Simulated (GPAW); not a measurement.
# CsLiCr2Te2S3 (Cm) in GPAW: reference runs, part 2 of 2

GPAW 26.7.0. The steps go on from the part before.

## (3) Single point, PBE, collinear spin, ferromagnetic start (atoms moved at random, drawn with an rms of 0.05 Å)

Input file run.py:

```python
from ase import Atoms
from ase.dft.bandgap import bandgap
from ase.io import write
from ase.units import GPa
from ase.parallel import parprint
from gpaw import GPAW, PW

atoms = Atoms(['Cs', 'Li', 'Cr', 'Cr', 'Te', 'Te', 'S', 'S', 'S'],
              cell=[[3.42162, -5.18069, 0.00784],
                    [3.42162, 5.18069, 0.00784],
                    [-2.90411, 0.0, 7.43093]],
              scaled_positions=[[0.085338, 0.086221, 0.005164],
                                [0.583922, 0.585882, 0.558559],
                                [0.063653, 0.472363, 0.562292],
                                [0.469615, 0.058973, 0.556596],
                                [0.562707, 0.866733, 0.284505],
                                [0.873307, 0.563528, 0.29533],
                                [0.811581, 0.388859, 0.729858],
                                [0.396489, 0.816927, 0.733665],
                                [0.206422, 0.211057, 0.482619]],
              pbc=True)
atoms.set_initial_magnetic_moments([0.0, 0.0, 3.0, 3.0, 0.0, 0.0, 0.0, 0.0, 0.0])

calc = GPAW(mode=PW(800),
            xc='PBE',
            kpts={'size': (5, 5, 4), 'gamma': True},
            occupations={'name': 'fermi-dirac', 'width': 0.05},
            nbands=49,
            convergence={'density': 1e-05, 'energy': 1e-05},
            maxiter=150,
            txt='gpaw.txt')
atoms.calc = calc
energy = atoms.get_potential_energy()
forces = atoms.get_forces()
stress = atoms.get_stress()
calc.write('gs.gpw')
write('result.traj', atoms)
parprint(f'Energy: {energy:.6f} eV')
parprint('Forces (eV/A):')
parprint(forces.round(4))
parprint('Stress (GPa):', (stress / GPa).round(3))
parprint('Moments:', calc.get_magnetic_moments().round(3))
parprint('Fermi level:', round(calc.get_fermi_level(), 4), 'eV')
parprint(f'Gap: {bandgap(calc)[0]:.4f} eV, direct: {bandgap(calc, direct=True)[0]:.4f} eV')
```

Potentials or basis: GPAW PAW data sets (gpaw-data 1.2.1), pw.

On the command line:

```
$ OMP_NUM_THREADS=1 mpirun -n 8 gpaw python run.py
```

gpaw.txt:

```text
__  _  _
 | _ |_)|_||  |
 |__||  | ||/\| - 26.7.0

Input parameters:
  mode=PW(ecut=800.0),
  convergence={'density': 1e-05, 'energy': 1e-05},
  kpts=MonkhorstPack(size=(5, 5, 4), gamma=True),
  maxiter=150,
  nbands=49,
  occupations=Occupations(name='fermi-dirac', width=0.05),
  xc=XC(name='PBE')

Diagonalizing LCAO Hamiltonian
Converting LCAO to pw mode

               S
          Cr
            S
        S     Li
        Cr         Te

                  Te

          Cs

Atoms  # Å, Bohr magnetons
|   | symbol |        x |         y |        z |    initial magnetic moments |
|---|--------|----------|-----------|----------|-----------------------------|
| 0 |     Cs | 0.572013 |  0.004575 | 0.039718 | ( 0.0000,  0.0000,  0.0000) |
| 1 |     Li | 2.380508 |  0.010154 | 4.159784 | ( 0.0000,  0.0000,  0.0000) |
| 2 |     Cr | 0.201085 |  2.117400 | 4.182555 | ( 0.0000,  0.0000,  3.0000) |
| 3 |     Cr | 0.192211 | -2.127409 | 4.140170 | ( 0.0000,  0.0000,  3.0000) |
| 4 |     Te | 4.064767 |  1.575064 | 2.125344 | ( 0.0000,  0.0000,  0.0000) |
| 5 |     Te | 4.058633 | -1.604869 | 2.205841 | ( 0.0000,  0.0000,  0.0000) |
| 6 |      S | 1.987862 | -2.189992 | 5.432935 | ( 0.0000,  0.0000,  0.0000) |
| 7 |      S | 2.021205 |  2.178159 | 5.461326 | ( 0.0000,  0.0000,  0.0000) |
| 8 |      S | 0.026876 |  0.024012 | 3.589581 | ( 0.0000,  0.0000,  0.0000) |

Unit cell  # Å
| periodic |         x |         y |        z |  lengths |     angles |
|----------|-----------|-----------|----------|----------|------------|
|      yes |  3.421620 | -5.180690 | 0.007840 | 6.208631 | 101.503543 |
|      yes |  3.421620 |  5.180690 | 0.007840 | 6.208631 | 101.503543 |
|      yes | -2.904110 |  0.000000 | 7.430930 | 7.978256 | 113.113814 |

Number of symmetries: 1
Symmetry operations  # r_c * U_cc + t_c -> r_c
|   | kind |            matrix            |
|---|------|------------------------------|
| 0 |  E   |  1, 0, 0,  0, 1, 0,  0, 0, 1 |

BZ-sampling:
  Number of BZ points: 100
  Number of IBZ points: 51

  Monkhorst-Pack size: [5, 5, 4]
  Monkhorst-Pack shift: [0.0, 0.0, 0.125]

K-points  # in reciprocal-cell coordinates
|     |                                coordinates |     weight |
|-----|--------------------------------------------|------------|
|   0 | (  0.00000000,   0.00000000,   0.00000000) | 0.01000000 |
|   1 | (  0.00000000,   0.00000000,   0.25000000) | 0.02000000 |
|   2 | (  0.00000000,   0.00000000,   0.50000000) | 0.01000000 |
|   3 | (  0.00000000,   0.20000000,  -0.25000000) | 0.02000000 |
|   4 | (  0.00000000,   0.20000000,   0.00000000) | 0.02000000 |
|   5 | (  0.00000000,   0.20000000,   0.25000000) | 0.02000000 |
|   6 | (  0.00000000,   0.20000000,   0.50000000) | 0.02000000 |
|   7 | (  0.00000000,   0.40000000,  -0.25000000) | 0.02000000 |
|   8 | (  0.00000000,   0.40000000,   0.00000000) | 0.02000000 |
|   9 | (  0.00000000,   0.40000000,   0.25000000) | 0.02000000 |
| ... |                                            |            |
|  50 | (  0.40000000,   0.40000000,   0.50000000) | 0.02000000 |

Plane wave coefficients: 13579
Cutoff: 800.0 eV

Spin-components: 2 (collinear spins)
Bands:           49
Projectors:      45
Spin-degeneracy: 1
Datatype:        complex128

Parallelization:
  kpt:    8
  domain: 1
  band:   1

Density:
  Valence electrons: 52.0
  Components: 2
  Grid points: [42 42 54]
  Charge: 0.0  # |e|

Potential:
  Grid points: [42 42 54]

species:
  Cs:
    name:    Caesium
    Z:       55.0
    valence: 9
    core:    46
    charge:  0.0  # [|e|]
    compensation charges:
      type: gauss
      rc: 0.33  # [Å]
      lmax: 2
    cutoffs:
      filter: 2.06  # [Å]
      core: 2.51  # [Å]
    projectors
    | kind |    occ | energy [eV] | rcut [Å] |
[... 79 lines left out ...]

  S:
    name:    Sulfur
    Z:       16.0
    valence: 6
    core:    10
    charge:  0.0  # [|e|]
    compensation charges:
      type: gauss
      rc: 0.24  # [Å]
      lmax: 2
    cutoffs:
      filter: 1.77  # [Å]
      core: 1.66  # [Å]
    projectors
    | kind |    occ | energy [eV] | rcut [Å] |
    |------|--------|-------------|----------|
    |   3s |  2.000 |     -17.254 |    0.974 |
    |   3p |  4.000 |      -7.008 |    0.979 |
    |    s |        |       9.957 |    0.974 |
    |    p |        |      20.203 |    0.979 |
    |    d |        |       0.000 |    0.900 |

    Using partial waves for S as LCAO basis

Reference energy: -671321.845766  # eV

eigensolver:
  PPCG
  Converge bands: occupied
  niter=2

density mixing:
  MSR1-Mixer
  Pratt-step length: 0.05
  Maximum mixing coefficient: 0.75
  Old densities: 10
  SVD Regularization: 0.005
  Good broyden scale: 1.0
  Trust region scale: 1.0
  Backstep threshold: 4.0
  History deletion threshold: 6.0
  Fourier metric: weight=20.0, sigma=0.015

occupation numbers:
  Fermi-Dirac:
    width: 0.0500  # eV

poisson solver:
  ecut: 6400.0  # eV

xc functional:
  name: PBE with 2 nearest neighbor stencil

convergence criteria:
- Maximum integral of absolute [dens]ity change: 1e-05 electrons / valence electron
- Maximum [total energy] change in last 3 cyles: 1e-05 eV / valence electron
- Maximum integral of absolute [eigenst]ate change: 4e-08 eV^2 / valence electron
maximum number of iterations: 150

SCF iterations
|iter     | |      energy | eigst |  dens |  magmom |
|---------|-|-------------|-------|-------|---------|
|iter:   1| |  -49.620423 | +0.36 |       |  +5.9880|
|iter:   2| |  -46.141100 | -1.01 | -0.67 |  +5.8820|
|iter:   3| |  -45.832108 | -2.13 | -0.95 |  +5.7761|
|iter:   4| |  -45.551310 | -2.10 | -1.01 |  +5.4478|
|iter:   5| |  -45.507644 | -2.09 | -1.11 |  +4.9632|
|iter:   6| |  -45.581626 | -2.51 | -1.29 |  +4.4634|
|iter:   7| |  -45.686777 | -2.67 | -1.58 |  +4.2845|
|iter:   8| |  -45.602728 | -2.83 | -1.51 |  +4.2520|
|iter:   9| |  -45.610675 | -3.39 | -1.85 |  +4.1068|
|iter:  10| |  -45.613133 | -4.01 | -2.27 |  +4.0510|
|iter:  11| |  -45.613812 | -4.39 | -2.57 |  +4.0318|
|iter:  12| |  -45.614010 | -4.97 | -2.86 |  +4.0288|
|iter:  13| |  -45.614081c| -5.52 | -3.18 |  +4.0294|
|iter:  14| |  -45.614093c| -6.16 | -3.54 |  +4.0305|
|iter:  15| |  -45.614096c| -6.67 | -3.79 |  +4.0317|
|iter:  16| |  -45.614099c| -7.13 | -3.97 |  +4.0320|
|iter:  17| |  -45.614094c| -7.63c| -4.19 |  +4.0323|
|iter:  18| |  -45.614095c| -7.71c| -4.42 |  +4.0323|
|iter:  19| |  -45.614094c| -7.71c| -4.64 |  +4.0322|
|iter:  20| |  -45.614093c| -8.03c| -4.75 |  +4.0323|
|iter:  21| |  -45.614093c| -8.32c| -5.25c|  +4.0323|

Converged in 21 steps
Energy contributions relative to reference atoms: (reference = -671321.845766)

Energy contributions:
  Kinetic:          16.513931
  Coulomb:         -27.786839
  Zero:              0.969728
  External:          0.000000
  Xc:              -35.297011
  Entropy:          -0.027805
  Spinorbit:         0.000000
  ----------------------------
  Free energy:     -45.627995
  Extrapolated:    -45.614093

dipole moment: (-3.485069, -0.485081, -40.093464)  # |e|*Ang

Total magnetic moment: (0.000000, 0.000000, 4.032260)

Local magnetic moments
|        x |        y |         z |
|----------|----------|-----------|
| 0.000000 | 0.000000 | -0.001073 |  # Cs   0
| 0.000000 | 0.000000 |  0.000562 |  # Li   1
| 0.000000 | 0.000000 |  2.120287 |  # Cr   2
| 0.000000 | 0.000000 |  2.248654 |  # Cr   3
| 0.000000 | 0.000000 | -0.164085 |  # Te   4
| 0.000000 | 0.000000 | -0.155114 |  # Te   5
| 0.000000 | 0.000000 | -0.064581 |  # S    6
| 0.000000 | 0.000000 | -0.063494 |  # S    7
| 0.000000 | 0.000000 | -0.064609 |  # S    8

Fermi level: 3.883
Eigenvalues  # (at kpt = [0.000, 0.000, 0.000])
| band index |      eig [eV] | occ [0-1] |      eig [eV] | occ [0-1] |
|------------|---------------|-----------|---------------|-----------|
|          0 |       -17.851 |     1.000 |       -17.851 |     1.000 |
|        ... |               |           |               |           |
|         19 |         1.474 |     1.000 |         1.755 |     1.000 |
|         20 |         1.707 |     1.000 |         1.935 |     1.000 |
|         21 |         1.894 |     1.000 |         2.209 |     1.000 |
|         22 |         2.155 |     1.000 |         3.252 |     1.000 |
|         23 |         2.696 |     1.000 |         3.307 |     1.000 |
|         24 |         2.734 |     1.000 |         4.526 |     0.000 |
|         25 |         3.141 |     1.000 |         4.739 |     0.000 |
|         26 |         3.474 |     1.000 |         4.927 |     0.000 |
|         27 |         3.524 |     0.999 |         5.040 |     0.000 |
|         28 |         3.639 |     0.993 |         5.343 |     0.000 |
|         29 |         4.102 |     0.012 |         5.580 |     0.000 |
|         30 |         4.591 |     0.000 |         5.613 |     0.000 |
|         31 |         4.967 |     0.000 |         5.988 |     0.000 |
|         32 |         5.651 |     0.000 |         6.614 |     0.000 |
|         33 |         5.933 |     0.000 |         6.832 |     0.000 |
|        ... |               |           |               |           |
|         48 |        11.981 |     0.000 |        12.097 |     0.000 |

No gap
No difference between direct/indirect transitions

Forces  # eV/Ang
|        x |        y |        z |
|----------|----------|----------|
|  0.01862 |  0.00128 |  0.04188 |  # Cs   0
|  0.06092 | -0.01058 | -0.05130 |  # Li   1
| -0.06870 |  0.20174 | -0.25168 |  # Cr   2
| -0.27598 | -0.03480 | -0.58116 |  # Cr   3
| -0.13653 |  0.09838 |  0.17178 |  # Te   4
|  0.04396 |  0.03578 | -0.04376 |  # Te   5
|  0.19925 |  0.15216 |  0.43034 |  # S    6
|  0.05268 | -0.15631 |  0.28224 |  # S    7
|  0.10579 | -0.28758 |  0.00171 |  # S    8

Stress tensor  # eV/Ang^3
|         x |         y |         z |
|-----------|-----------|-----------|
| -0.006148 | -0.000426 | -0.001804 |
| -0.000426 | -0.000596 |  0.000571 |
| -0.001804 |  0.000571 | -0.002259 |

# Writing to gs.gpw (mode='')
```

Wall time 2.9 min (8 MPI ranks of Intel Xeon 6975P-C (Granite Rapids), shared host); peak memory 0.62 GiB.

Results:

```yaml
Free_energy: -45.6280 eV
Pressure: 0.5 GPa
Largest_force: 0.644 eV/Å
Band_gap_on_the_k_mesh: none (metal or under the smearing width)
Net_moment: 4.03 μB per cell
Site_moments: Cs -0.00; Li +0.00; Cr +2.12, +2.25; Te -0.16; S -0.06 μB
```

Forces in eV/Å, atoms in the order of the input:
```
Cs   0.019  0.001  0.042
Li   0.061 -0.011 -0.051
Cr  -0.069  0.202 -0.252
Cr  -0.276 -0.035 -0.581
Te  -0.137  0.098  0.172
Te   0.044  0.036 -0.044
S    0.199  0.152  0.430
S    0.053 -0.156  0.282
S    0.106 -0.288  0.002
```

Levels at points of the mesh, in eV from the Fermi level:
Spin up:
```csv
k point,band 24,band 25,band 26,band 27,band 28,band 29,band 30,band 31,band 32,band 33
"(0.00, 0.00, 0.00)",-1.19,-1.15,-0.74,-0.41,-0.36,-0.24,0.22,0.71,1.08,1.77
"(0.00, 0.00, 0.50)",-1.21,-1.14,-0.76,-0.39,-0.36,-0.15,0.12,0.62,0.69,1.75
```
Spin down:
```
           k point  band 21  band 22  band 23  band 24  band 25  band 26  band 27  band 28
(0.00, 0.00, 0.00)    -1.95    -1.67    -0.63    -0.58     0.64     0.86     1.04     1.16
(0.00, 0.00, 0.50)    -2.14    -1.66    -0.61    -0.60     0.65     0.82     1.12     1.24
```

Caveat: only a ferromagnetic start was run, and an antiferromagnetic order may lie lower in energy. The run has no spin-orbit coupling, so splittings on Cs, Te are missing.
